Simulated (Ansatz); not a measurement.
# Si: the cost of one run

Method: DFT r2SCAN, scalar-relativistic, plane waves, PAW, in Ansatz 0.2.0.

1 further run of the same task is left out (set aside as unsound or not needed). Runs told in other sessions of the task aren't counted.

## (1) The structure to begin with

It takes space group Ia-3 (No. 206, cubic). Conventional cell: a = 6.647 Å, b = 6.647 Å, c = 6.647 Å, α = 90.00°, β = 90.00°, γ = 90.00°. Si (site symmetry 3) is surrounded by 4 Si at 2.32 to 2.39 Å.

As a file:

```
Si
1.0
    -3.32361    3.32361    3.32361
     3.32361   -3.32361    3.32361
     3.32361    3.32361   -3.32361
Si
8
Direct
  0.20140 0.20140 0.20140
  0.50000 0.00000 0.29860
  0.29860 0.50000 0.00000
  0.00000 0.29860 0.50000
  0.79860 0.79860 0.79860
  0.50000 0.00000 0.70140
  0.70140 0.50000 0.00000
  0.00000 0.70140 0.50000
```

This cell was relaxed beforehand with the same method: volume 18.36 Å³/atom, gap on the mesh none (metal).

## (2) The reference: the undisturbed cell on the scan's mesh

input.yaml reads:

```yaml
crystal:
  lattice:
    - [-3.3236145463, 3.3236145463, 3.3236145463]
    - [3.3236145463, -3.3236145463, 3.3236145463]
    - [3.3236145463, 3.3236145463, -3.3236145463]
  atoms:
    - { symbol: Si, position: [0.2013996517, 0.2013996517, 0.2013996517] }
    - { symbol: Si, position: [0.5, 0.0, 0.2986003483] }
    - { symbol: Si, position: [0.2986003483, 0.5, 0.0] }
    - { symbol: Si, position: [0.0, 0.2986003483, 0.5] }
    - { symbol: Si, position: [0.7986003483, 0.7986003483, 0.7986003483] }
    - { symbol: Si, position: [0.5, 0.0, 0.7013996517] }
    - { symbol: Si, position: [0.7013996517, 0.5, 0.0] }
    - { symbol: Si, position: [0.0, 0.7013996517, 0.5] }
basis:
  ecutwfc: 500
kpoints:
  mp_grid: { grid: [8, 8, 8] }
hamiltonian:
  xc: r2scan
scf:
  occupations: { method: gaussian, width: 0.15 }
output:
  forces: true
  stress: true
  eigenvalues: true
```

On the command line:

```console
> ansatz run input.yaml --threads 2 --pin off --max-ram 5120MiB --backend cpu --events-out ev --progress --plain --runs-dir out
```

What time and memory should one allow on 2 threads of Intel Xeon 6975P-C (Granite Rapids), shared host?

About 3.7 s, with a peak of 0.9 GiB.
